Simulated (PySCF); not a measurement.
# H6LaO3 (La(H2O)33+): the cost of one run

Computed with PySCF 2.14.0. Level: several levels, as the steps say, no spin–orbit coupling.

4 further runs of the same task are left out: 2 for a known fault of the program, 2 that didn't finish.

### 1 The starting structure

10 atoms, charge 3, spin multiplicity 1.

Bond lengths: La1–O2 2.420 Å, La1–O5 2.420 Å, La1–O8 2.420 Å, O2–H3 0.988 Å, O2–H4 0.988 Å, O5–H6 0.988 Å, O5–H7 0.988 Å, O8–H9 0.988 Å, O8–H10 0.988 Å. Angles: O2–La1–O5 120.0°, O2–La1–O8 120.0°, O5–La1–O8 120.0°, La1–O2–H3 128.6°, La1–O2–H4 128.6°, H3–O2–H4 102.8°, La1–O5–H6 128.6°, La1–O5–H7 128.6°, H6–O5–H7 102.8°, La1–O8–H9 128.6°, La1–O8–H10 128.6°, H9–O8–H10 102.8°.

As a file:

```xyz
10
charge 3, multiplicity 1
La    0.0000    0.0000    0.0000
O     2.4198    0.0000    0.0000
H     3.0362    0.7694    0.0714
H     3.0362   -0.7694   -0.0714
O    -1.2099    2.0956    0.0000
H    -2.1844    2.2447    0.0714
H    -0.8518    3.0141   -0.0714
O    -1.2099   -2.0956    0.0000
H    -0.8518   -3.0141    0.0714
H    -2.1844   -2.2447   -0.0714
```

Formal oxidation states: La +3. An earlier session relaxed this geometry at B3LYP, La def2-SVP with ECP46, O def2-SVP, H def2-SVP (singlet, point group D3).

At B3LYP on the finer grid: E = -259.669575 Eh, HOMO -24.12 eV, LUMO -16.69 eV, Mulliken charge on La1 +2.00 e, largest force component 0.005 eV/Å. 

Levels to run: PBE; TPSS; wB97X; M06-L; B3LYP, TZVP; B3LYP, x2c-SVP. Hardware: 2 threads of Arm Neoverse V1, shared host.

### 2 PBE

run.py (the lines that set the calculation) reads:

```python
mol = gto.M(atom='''
La     0.00000     0.00000     0.00000
O      2.41975     0.00001     0.00000
H      3.03620     0.76941     0.07139
H      3.03620    -0.76938    -0.07139
O     -1.20989     2.09556     0.00000
H     -2.18443     2.24472     0.07139
H     -0.85180     3.01412    -0.07139
O     -1.20987    -2.09557     0.00000
H     -0.85177    -3.01413     0.07139
H     -2.18441    -2.24474    -0.07139''',
    basis={'La': 'def2-SVP', 'O': 'def2-SVP', 'H': 'def2-SVP'},
    ecp={'La': 'def2-SVP'},
    charge=3, spin=0)
mf = dft.RKS(mol, xc='PBE')
mf.grids.atom_grid = (75, 302)  # f atoms: unpruned, at least (60, 302)
mf = mf.density_fit()  # fitting sets: La def2-universal-JKFIT, O def2-universal-JKFIT, H def2-universal-JKFIT
mf.conv_tol = 1e-08; mf.max_cycle = 55
mf.kernel(dm0)  # dm0: the density of the relaxed state
```

Launch:

```console
$ OMP_NUM_THREADS=2 python run.py
```

**Question.** How long does this run take on 2 threads of Arm Neoverse V1, shared host?

About 6.6 s.
